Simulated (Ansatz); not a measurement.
# C₂H₅BCl₂: basis-set convergence

An exercise on one series of results from a longer session: the logs are not shown, and one member is left open.

The runs use Ansatz 0.2.0, Gaussian basis; one geometry, several basis sets.

Plan: PBE0-D4/def2-SVP; ωB97M-V/def2-SVP; PBE0-D4/def2-QZVPP; ωB97M-V/def2-QZVPP; the functionals' def2-TZVPP values are taken from earlier runs.

## The relaxed structure

An earlier PBE0-D4 in a triple-zeta def2 set relaxation fixed the geometry.

10 atoms, charge 0, spin multiplicity 1.

Atoms are counted from 1 here; the program's logs count them from 0.

Bond lengths: C1–C2 1.505 Å, C1–H6 1.092 Å, C1–H7 1.091 Å, C1–H8 1.094 Å, C2–Cl3 1.827 Å, C2–B4 1.562 Å, C2–H9 1.089 Å, B4–Cl5 1.746 Å, B4–H10 1.191 Å. Angles: C2–C1–H6 111.5°, C2–C1–H7 111.2°, C2–C1–H8 108.9°, H6–C1–H7 108.8°, H6–C1–H8 108.2°, H7–C1–H8 108.2°, C1–C2–Cl3 110.8°, C1–C2–B4 118.8°, C1–C2–H9 112.7°, Cl3–C2–B4 91.4°, Cl3–C2–H9 105.1°, B4–C2–H9 114.9°, C2–B4–Cl5 120.8°, C2–B4–H10 120.8°, Cl5–B4–H10 118.4°.

Set-up of the first run:

File in.yaml:

```yaml
crystal:
  periodic: [false, false, false]
  atoms:
    - {symbol: C, position_ang: [-0.757523, -0.130586, 1.038986]}
    - {symbol: C, position_ang: [0.054800, 0.485411, -0.067828]}
    - {symbol: Cl, position_ang: [1.744622, 0.875720, 0.505858]}
    - {symbol: B, position_ang: [0.610340, -0.438472, -1.198472]}
    - {symbol: Cl, position_ang: [0.786360, 0.153735, -2.831661]}
    - {symbol: H, position_ang: [-0.864756, 0.551963, 1.884169]}
    - {symbol: H, position_ang: [-0.304073, -1.057896, 1.392065]}
    - {symbol: H, position_ang: [-1.757166, -0.361749, 0.658502]}
    - {symbol: H, position_ang: [-0.355127, 1.434360, -0.411251]}
    - {symbol: H, position_ang: [0.925724, -1.563587, -0.967469]}
basis:
  gaussian: {orbitals: def2-SVP}
hamiltonian: {xc: pbe0, dispersion: d4}
output: {orbitals: {seedname: orbitals}}
```

On the command line:

```console
> ansatz run in.yaml --threads 4 --pin off --events-out ev --progress --plain --max-ram 10444MiB
```

Steps of the session up to this table: PBE0-D4 in def2-SVP; ωB97M-V in def2-SVP; PBE0-D4 in def2-QZVPP; ωB97M-V in def2-QZVPP.

One of the session's tables, all rows but one given; the rest of the session is left out.

It belongs to the step «Functionals by basis». 

```
functional       basis  HOMO (eV)
   PBE0-D4    def2-SVP      -8.20
   PBE0-D4  def2-TZVPP      -8.31
   PBE0-D4  def2-QZVPP          ?
   ωB97M-V    def2-SVP     -10.41
   ωB97M-V  def2-TZVPP     -10.56
   ωB97M-V  def2-QZVPP     -10.59
```

Q: Estimate the row for PBE0-D4, def2-QZVPP from the others.

As computed: HOMO (eV): -8.34. In the column «HOMO (eV)» it lies between ωB97M-V, def2-SVP (-10.41) and PBE0-D4, def2-TZVPP (-8.31).
